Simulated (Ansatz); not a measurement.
# LaMnIn in Ansatz: the effect of strain

LaMnIn:

```
La In Mn
1.0
     4.40961    0.00000    0.00000
    -2.20480    3.81883    0.00000
     0.00000    0.00000    4.09656
La In Mn
1 1 1
Direct
  0.00000 0.00000 0.00000
  0.33333 0.66667 0.50000
  0.66667 0.33333 0.50000
```

The cell comes from a database or a generator and needn't be the stable form of this composition.

Alike in all runs:

- Program: Ansatz 0.2.0
- Task: relaxation of the atoms
- Functional: PBE
- Potentials or basis: Ansatz PAW
- Cutoff: 420 eV (not typed: the program's choice for these potentials)
- k mesh: 6 × 6 × 6
- Occupations: fermi-dirac, width 0.05 eV
- Spin: collinear spin, ferromagnetic start
- Starting moments: [0.0, 0.0, 4.0] μB
- Kind of strain: biaxial

Each run relaxes the cell or the atoms first.

```csv
strain,pressure (GPa),moment (μB)
-0.04,?,?
-0.02,8.5,3.07
-0.01,6.6,3.10
0,4.9,3.15
0.01,3.4,3.21
0.02,2.0,3.26
0.04,-0.4,3.36
```

What does the run with strain -0.04 give?

Pressure 12.8 GPa; moment 3.03 μB.

Worked out: A parabola through the other rows of the pressure, of slope -222 GPa per unit of strain there, extrapolates to 12.6 GPa, against the run's 12.8. A parabola through the other rows of the moment, of slope 4.03 μB per unit of strain there, extrapolates to 2.98 μB, against the run's 3.03. The fit is too stiff a form for this range.

Caveats: the relaxation stopped at its first step, so nothing moved; the thresholds are loose for stress.
